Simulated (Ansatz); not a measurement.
A run of Ansatz 0.2.0:

The input input.yaml:

```yaml
crystal:
  lattice:
    - [4.889, 0.0, 0.0]
    - [0.0, 4.889, 0.0]
    - [0.0, 0.0, 4.889]
  atoms:
    - { symbol: Mo, position: [0.0, 0.5, 0.25] }
    - { symbol: Mo, position: [0.0, 0.5, 0.75] }
    - { symbol: Mo, position: [0.5, 0.25, 0.0] }
    - { symbol: Mo, position: [0.75, 0.0, 0.5] }
    - { symbol: Mo, position: [0.5, 0.75, 0.0] }
    - { symbol: Mo, position: [0.25, 0.0, 0.5] }
    - { symbol: Si, position: [0.5, 0.5, 0.5] }
    - { symbol: Si, position: [0.0, 0.0, 0.0] }
hamiltonian:
  xc: pbesol
  pseudopotentials: { kind: paw }
kpoints:
  mp_grid: { grid: [6, 6, 6] }
scf:
  occupations: { method: fermi_dirac, width: 0.05 }
output:
  forces: true
  stress: true
  eigenvalues: true
```

Potentials or basis: Ansatz PAW.

The run is started by

```sh
$ ansatz run input.yaml --threads 4 --pin off --max-ram 11264MiB --backend cpu --events-out ev --progress --plain --runs-dir out
```

Hardware: 4 threads of Arm Neoverse V1 (shared host).

Estimate the wall time of this run.

Run time: 2.2 s on 4 threads of Arm Neoverse V1, with other jobs on the host, peak memory 0.45 GiB. Counts: scf iterations 6, plane waves 2301, k points 20, bands 56.
